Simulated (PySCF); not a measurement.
**SrTe: from the state search to spectroscopic constants**

An exercise on one series of results from a longer session: the logs are not shown, and one member is left open.

Computed with PySCF 2.14.0. Level: Sr def2-SVP with ECP28, Te def2-SVP with ECP28, scalar-relativistic core potentials.

The first run:

Settings of the job:

* atoms: Sr, Te
* charge: 0
* basis: Sr def2-SVP with ECP28, Te def2-SVP with ECP28
* Hamiltonian: scalar-relativistic core potentials
* basis functions: 49
* electrons treated: 34
* masses in u: 87.9056, 129.9062
* levels: PBE0, PBE, r²SCAN, r²SCANh, TPSS, BP86, LC-ωPBE, HF, MP2, SCS-MP2, CCSD, CCSD(T)
* grid: 80 radial by 434 angular points
* occupations: held fixed by the projection of orbital angular momentum
* dissociation limit: Sr + Te, each in its ground configuration
* starting distance in angstrom: 3.030
* values of 2S to try: 0, 2

The run is started by

```sh
$ OMP_NUM_THREADS=1 python dia.py task.json out
```

Steps of the session up to this table: Set-up; The PBE0 curve of the state that the search chose; Excited determinants; PBE (GGA); r²SCAN (meta-GGA); r²SCANh; TPSS (meta-GGA); BP86; LC-ωPBE; RHF; Adding correlation.

One table of the session follows, with a row left open; its other results are not shown here.

| level | Re (Å) | ωe (cm⁻¹) | De (eV) |
| --- | --- | --- | --- |
| RHF | 2.852 | 222.3 | 1.06 |
| RHF-MP2 | 2.857 | 209.3 | 2.10 |
| RHF-SCS-MP2 | 2.863 | 206.9 | 1.92 |
| RHF-CCSD | 2.860 | 209.9 | 1.79 |
| RHF-CCSD(T) | 2.876 | 202.8 | 1.96 |
| PBE | 2.813 | 217.9 | 2.95 |
| BP86 | 2.813 | 218.0 | 2.91 |
| TPSS | 2.812 | 221.3 | 3.08 |
| r²SCAN | ? | ? | ? |
| r²SCANh | 2.801 | 227.7 | 2.91 |
| PBE0 | 2.798 | 226.5 | 2.75 |
| LC-ωPBE | 2.776 | 240.4 | 2.53 |

Estimate the missing values for r²SCAN.

As computed: Re (Å): 2.805; ωe (cm⁻¹): 225.8; De (eV): 3.01. In the column «Re (Å)» it lies between r²SCANh (2.801) and TPSS (2.812).

De is counted to Sr + Te in their ground configurations.
